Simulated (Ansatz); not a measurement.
# FGeH9O3Si3: up Jacob's ladder to CCSD(T)

One table from this session's results is given with a row withheld; the runs are named, their logs left out.

Method: functionals in def2-TZVPP, the program's frozen cores in correlated methods; program: Ansatz 0.2.0, Gaussian basis.

Plan: LDA (SPW92), PBE-D4, revPBE-D4, BLYP-D4, r2SCAN-D4, B97M-V, PBE0-D4, B3LYP-D4, r2SCANh-D4, r2SCAN0-D4, HSE06-D4, BHLYP-D4, CAM-B3LYP-D4, LC-ωPBE, ωB97X-V, ωB97M-V, B2PLYP, PBE-QIDH; CCSD(T)/def2-SVP; CCSD(T)/def2-TZVPP; MP2/def2-QZVPP; extrapolation to the limit; RPA on PBE.

## Structure used throughout

The geometry comes from an earlier relaxation with PBE0-D4 in a triple-zeta def2 set; it is a stationary point, not always the lowest conformer.

SMILES `[F][Ge]([O][SiH3])([O][SiH3])[O][SiH3]`, 17 atoms, charge 0, spin multiplicity 1.

Atoms are counted from 1 here; the program's logs count them from 0.

Bond lengths: F1–Ge2 1.715 Å, Ge2–O3 1.731 Å, Ge2–O5 1.728 Å, Ge2–O7 1.730 Å, O3–Si4 1.651 Å, Si4–H9 1.484 Å, Si4–H10 1.481 Å, Si4–H11 1.485 Å, O5–Si6 1.650 Å, Si6–H12 1.485 Å, Si6–H13 1.481 Å, Si6–H14 1.485 Å, O7–Si8 1.650 Å, Si8–H15 1.485 Å, Si8–H16 1.484 Å, Si8–H17 1.482 Å. Angles: F1–Ge2–O3 109.2°, F1–Ge2–O5 107.6°, F1–Ge2–O7 108.1°, O3–Ge2–O5 110.2°, O3–Ge2–O7 110.0°, O5–Ge2–O7 111.7°, Ge2–O3–Si4 134.7°, O3–Si4–H9 110.1°, O3–Si4–H10 106.8°, O3–Si4–H11 110.4°, H9–Si4–H10 110.0°, H9–Si4–H11 109.3°, H10–Si4–H11 110.2°, Ge2–O5–Si6 134.7°, O5–Si6–H12 110.3°, O5–Si6–H13 106.7°, O5–Si6–H14 110.5°, H12–Si6–H13 109.9° and more.

Set-up of the first run:

Contents of in.yaml:

```yaml
crystal:
  periodic: [false, false, false]
  atoms:
    - {symbol: F, position_ang: [-1.910198, 0.944648, 1.028000]}
    - {symbol: Ge, position_ang: [-0.543425, 0.347381, 0.181987]}
    - {symbol: O, position_ang: [-0.944123, -1.170862, -0.545449]}
    - {symbol: Si, position_ang: [-0.678365, -2.752426, -0.153052]}
    - {symbol: O, position_ang: [-0.135698, 1.502320, -1.036338]}
    - {symbol: Si, position_ang: [-0.161489, 1.507586, -2.686371]}
    - {symbol: O, position_ang: [0.743563, 0.136054, 1.319099]}
    - {symbol: Si, position_ang: [1.340222, 0.967411, 2.614051]}
    - {symbol: H, position_ang: [0.743490, -3.105280, -0.392352]}
    - {symbol: H, position_ang: [-1.555869, -3.564863, -1.027391]}
    - {symbol: H, position_ang: [-1.011211, -2.994952, 1.273792]}
    - {symbol: H, position_ang: [0.746459, 0.459318, -3.218521]}
    - {symbol: H, position_ang: [0.306122, 2.846296, -3.115082]}
    - {symbol: H, position_ang: [-1.538217, 1.262900, -3.185685]}
    - {symbol: H, position_ang: [1.144632, 2.427470, 2.424179]}
    - {symbol: H, position_ang: [0.649137, 0.530962, 3.852322]}
    - {symbol: H, position_ang: [2.786072, 0.655534, 2.707011]}
basis:
  gaussian: {orbitals: def2-TZVPP}
hamiltonian: {xc: lda}
output: {orbitals: {seedname: orbitals}}
```

Run with:

```console
> ansatz run in.yaml --threads 4 --pin off --events-out ev --progress --plain --max-ram 66560MiB --backend cuda --devices 0, --max-vram 37GiB
```

Steps of the session up to this table: LDA; PBE-D4 (GGA); revPBE-D4 (GGA); BLYP-D4 (GGA); r2SCAN-D4 (meta-GGA); B97M-V (meta-GGA); PBE0-D4 (hybrid); B3LYP-D4 (hybrid); r2SCANh-D4 (hybrid); r2SCAN0-D4 (hybrid); HSE06-D4 (hybrid); BHLYP-D4 (hybrid); CAM-B3LYP-D4 (range-separated); LC-ωPBE (range-separated); ωB97X-V (range-separated); ωB97M-V (range-separated); B2PLYP (double hybrid); PBE-QIDH (double hybrid).

One of the session's tables, all rows but one given; the rest of the session is left out.

It belongs to the step «Orbital energies across the functionals». 

| functional | HOMO (eV) | gap (eV) |
| --- | --- | --- |
| LDA (SPW92) | -7.71 | 5.37 |
| PBE-D4 | -7.63 | 5.60 |
| revPBE-D4 | -7.58 | 5.71 |
| BLYP-D4 | -7.54 | 5.62 |
| r2SCAN-D4 | -8.01 | 6.36 |
| B97M-V | ? | ? |
| PBE0-D4 | -9.10 | 8.07 |
| B3LYP-D4 | -8.89 | 7.59 |
| r2SCANh-D4 | -8.55 | 7.24 |
| r2SCAN0-D4 | -9.36 | 8.55 |
| HSE06-D4 | -8.70 | 7.29 |
| BHLYP-D4 | -10.52 | 10.45 |
| CAM-B3LYP-D4 | -10.54 | 10.50 |
| LC-ωPBE | -11.90 | 13.13 |
| ωB97X-V | -11.57 | 12.60 |
| ωB97M-V | -11.42 | 12.15 |

Estimate the missing values for B97M-V.

As computed: HOMO (eV): -8.14; gap (eV): 6.26. In the column «HOMO (eV)» it lies between r2SCANh-D4 (-8.55) and r2SCAN-D4 (-8.01).
